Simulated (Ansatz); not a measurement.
# HBrCl (doublet): wave-function methods side by side at distance Br1–H2 along a hydrogen transfer = 1.529 Å, cc-pVDZ

Aim: climb from Hartree-Fock through coupled cluster and multireference methods for HBrCl (doublet) at one geometry and basis, and see what each rung misses.

Computed with Ansatz 0.2.0, Gaussian basis. Level: cc-pVDZ, core rule «outside noble gas», up to 19 orbitals frozen.

To be run: UHF; CCSD(T) on ROHF; CCSD(T) on UHF; BCCD(T) on ROHF; CISD; CCSDT(Q) on ROHF; CCSDT(Q) on UHF; CASSCF and MRCISD+Q, 3 electrons in 3 orbitals; CASSCF and NEVPT2, 3 electrons in 3 orbitals; CASSCF and MRCISD+Q, 15 electrons in 9 orbitals; CASSCF and NEVPT2, 15 electrons in 9 orbitals.

11 further runs of the same task are left out: 1 for a mislabelled method, 10 that didn't finish.

**1. The system**

The geometry derives from fragments relaxed apart (PBE0/def2-TZVP) and kept rigid, so it is no stationary point. A hydrogen atom is moved between rigid fragments. No spin-orbit coupling is included. The filled d shell of Br may be among the frozen orbitals whatever the setting's name suggests; the logs give the count.

3 atoms, charge 0, spin multiplicity 2.

Atoms are counted from 1 here; the program's logs count them from 0.

Bond lengths: Br1–H2 1.529 Å.

Geometry (Å):

```
atom   x (Å)   y (Å)    z (Å)
 Br1  0.0000  0.0000  -1.6867
  H2  0.0000  0.0000  -0.1577
 Cl3  0.0000  0.0000   1.8443
```

**2. UHF**

in.yaml

```yaml
crystal:
  periodic: [false, false, false]
  atoms:
    - {symbol: Br, position_ang: [0.000000, 0.000000, -1.686667]}
    - {symbol: H, position_ang: [0.000000, 0.000000, -0.157667]}
    - {symbol: Cl, position_ang: [0.000000, 0.000000, 1.844333]}
basis:
  gaussian: {orbitals: cc-pVDZ}
magnetization: {spin_polarized: true, initial_magnetization: 1}
hamiltonian: {xc: hf}
output: {orbitals: {seedname: orbitals}}
```

Run with:

```sh
$ ansatz run in.yaml --threads 1 --pin off --events-out ev --progress --plain --max-ram 2393MiB
```

The runs that follow: CCSD(T) on ROHF; CCSD(T) on UHF; BCCD(T) on ROHF; CISD; CCSDT(Q) on ROHF; CCSDT(Q) on UHF; CASSCF and MRCISD+Q, 3 electrons in 3 orbitals; CASSCF and NEVPT2, 3 electrons in 3 orbitals; CASSCF and MRCISD+Q, 15 electrons in 9 orbitals; CASSCF and NEVPT2, 15 electrons in 9 orbitals.

Before running them: what should the planned runs give, taken together? Wanted: UCCSDT(Q) below the RHF energy; RMP2 from UCCSDT(Q); UMP2 from UCCSDT(Q); RCCSD from UCCSDT(Q); RCCSD(T) from UCCSDT(Q); UCCSD(T) from UCCSDT(Q); RCCSDT(Q) from UCCSDT(Q); NEVPT2 pair from UCCSDT(Q); MRCISD+Q pair from UCCSDT(Q).

**Answer**, as computed:

| quantity | value |
| --- | --- |
| UCCSDT(Q) below the RHF energy | -7.6529 eV |
| RMP2 from UCCSDT(Q) | +22.10 kcal/mol |
| UMP2 from UCCSDT(Q) | +22.48 kcal/mol |
| RCCSD from UCCSDT(Q) | +3.06 kcal/mol |
| RCCSD(T) from UCCSDT(Q) | +0.58 kcal/mol |
| UCCSD(T) from UCCSDT(Q) | +0.57 kcal/mol |
| RCCSDT(Q) from UCCSDT(Q) | +0.01 kcal/mol |
| NEVPT2 pair from UCCSDT(Q) | +21.45 kcal/mol |
| MRCISD+Q pair from UCCSDT(Q) | +0.45 kcal/mol |
| NEVPT2 valence from UCCSDT(Q) | +37.21 kcal/mol |
| levels within 1 kcal/mol (43 meV) | RCCSD(T), UCCSD(T), BCCD(T), RCCSDT, UCCSDT, RCCSDT(Q), MRCISD+Q pair, MRCISD+Q valence |
| T1 diagnostic | 0.010 |
| effectively unpaired electrons | 1.01 |

**Reading.** RCCSD(T) lands +0.58 kcal/mol from the yardstick (0.3 % of the correlation energy). One determinant dominates. Of the multireference levels listed MRCISD+Q pair comes nearest in total energy (+0.45 kcal/mol), which doesn't show that its space is the better one. These misses are within one basis, not against nature; the frozen cores of restricted and unrestricted runs differ, which can shift their rows.
